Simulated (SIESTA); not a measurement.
Crystal: CsLiCr2Te2S3.

```
Cs Li Cr Te S
1.0
     3.42162   -5.18069    0.00784
     3.42162    5.18069    0.00784
    -2.90411    0.00000    7.43093
Cs Li Cr Te S
1 1 2 2 3
Direct
  0.09374 0.09374 0.00853
  0.58875 0.58875 0.55336
  0.05646 0.46755 0.55790
  0.46755 0.05646 0.55790
  0.56486 0.87357 0.29035
  0.87357 0.56486 0.29035
  0.81151 0.39697 0.73347
  0.39697 0.81151 0.73347
  0.21404 0.21404 0.48371
```

The cell was built by a generator and needn't be a form met in nature.

| Item | Value |
| --- | --- |
| Program | SIESTA 5.4.2 |
| Task | single point |
| Functional | PBE |
| Potentials or basis | PseudoDojo 0.4 standard (PBE files) |
| Basis | DZP (energy shift 0.003 Ry; two zetas on semicore shells; d shell added on Cs) |
| Grid cutoff | 800 Ry |
| Energy shift | 0.003 Ry |
| k mesh | 5 × 5 × 4 |
| Occupations | fermi-dirac, width 0.05 eV |
| Spin | collinear spin, ferromagnetic start |
| Starting moments | [0.0, 0.0, 3.0, 3.0, 0.0, 0.0, 0.0, 0.0, 0.0] μB |

On this cell: pressure 0.5 GPa; largest force 0.278 eV/Å; net moment 4.02 μB per cell; site moments Cs -0.03; Li -0.03; Cr +2.63; Te -0.40; S -0.12, -0.11 μB; band gap on the k mesh none (metal or under the smearing width).

The same run follows on a disturbed copy (atoms moved at random, drawn with an rms of 0.05 Å):

```
Cs Li Cr Te S
1.0
     3.42162   -5.18069    0.00784
     3.42162    5.18069    0.00784
    -2.90411    0.00000    7.43093
Cs Li Cr Te S
1 1 2 2 3
Direct
  0.08534 0.08622 0.00516
  0.58392 0.58588 0.55856
  0.06365 0.47236 0.56229
  0.46962 0.05897 0.55660
  0.56271 0.86673 0.28451
  0.87331 0.56353 0.29533
  0.81158 0.38886 0.72986
  0.39649 0.81693 0.73367
  0.20642 0.21106 0.48262
```

Q: What changes?

A: The energy (extrapolated to zero smearing) moves by +3.4 meV/atom; pressure 0.7 GPa; largest force 0.512 eV/Å; net moment 4.04 μB per cell; site moments Cs -0.03; Li -0.03; Cr +2.53, +2.69; Te -0.41, -0.39; S -0.11 μB; band gap on the k mesh none (metal or under the smearing width).

Forces on the atoms (eV/Å):
```
Cs   0.033  0.001  0.043
Li   0.093 -0.012 -0.015
Cr  -0.131  0.001 -0.018
Cr  -0.322  0.128 -0.371
Te  -0.088  0.179 -0.077
Te   0.095 -0.021 -0.311
S    0.199  0.135  0.453
S    0.041 -0.139  0.308
S    0.079 -0.271 -0.012
```

Stress tensor (GPa, compression positive):
```
 0.82  0.07  0.20
 0.07  0.61 -0.13
 0.20 -0.13  0.76
```

Caveats: the basis of atomic orbitals isn't converged, which shifts pressures, moduli and gaps; only a ferromagnetic start was run, and an antiferromagnetic order may lie lower in energy.
